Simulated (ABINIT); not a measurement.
Crystal: InSb3.

```
Sb In
1.0
     4.80637    0.00000    0.00000
     0.00000    4.80637    0.00000
     0.00000    0.00000    4.80637
Sb In
3 1
Direct
  0.50000 0.50000 0.00000
  0.00000 0.50000 0.50000
  0.50000 0.00000 0.50000
  0.00000 0.00000 0.00000
```

The cell comes from a database or a generator and needn't be the stable form of this composition.

| Quantity | Value |
| --- | --- |
| Program | ABINIT 10.8.3 (patched build) |
| Task | single point |
| Functional | PBEsol |
| Potentials or basis | PseudoDojo NC SR PBEsol v0.4.1 standard |
| Cutoff | 1088 eV |
| k mesh | 6 × 6 × 6 |
| Occupations | fermi-dirac, width 0.05 eV |
| Spin | no spin polarisation |

On this cell: pressure -2.7 GPa; largest force zero by symmetry; band gap on the k mesh none (metal or under the smearing width).

The same run follows on a disturbed copy (atoms moved at random, drawn with an rms of 0.05 Å):

```
CELL_PARAMETERS angstrom
4.80637 0.00000 0.00000
0.00000 4.80637 0.00000
0.00000 0.00000 4.80637
ATOMIC_POSITIONS crystal
Sb 0.51050 0.48869 0.99375
Sb 0.00030 0.50846 0.50419
Sb 0.50096 0.99871 0.50049
In 0.99574 0.99724 0.00411
```

Q: What does the disturbed cell give?

A: The energy (extrapolated to zero smearing) moves by -0.1 meV/atom; pressure -2.7 GPa; largest force 0.080 eV/Å; band gap on the k mesh none (metal or under the smearing width).

Forces on the atoms (eV/Å):
```
Sb  -0.038 -0.030 -0.018
Sb   0.025  0.019  0.005
Sb  -0.064  0.004 -0.006
In   0.078  0.007  0.018
```
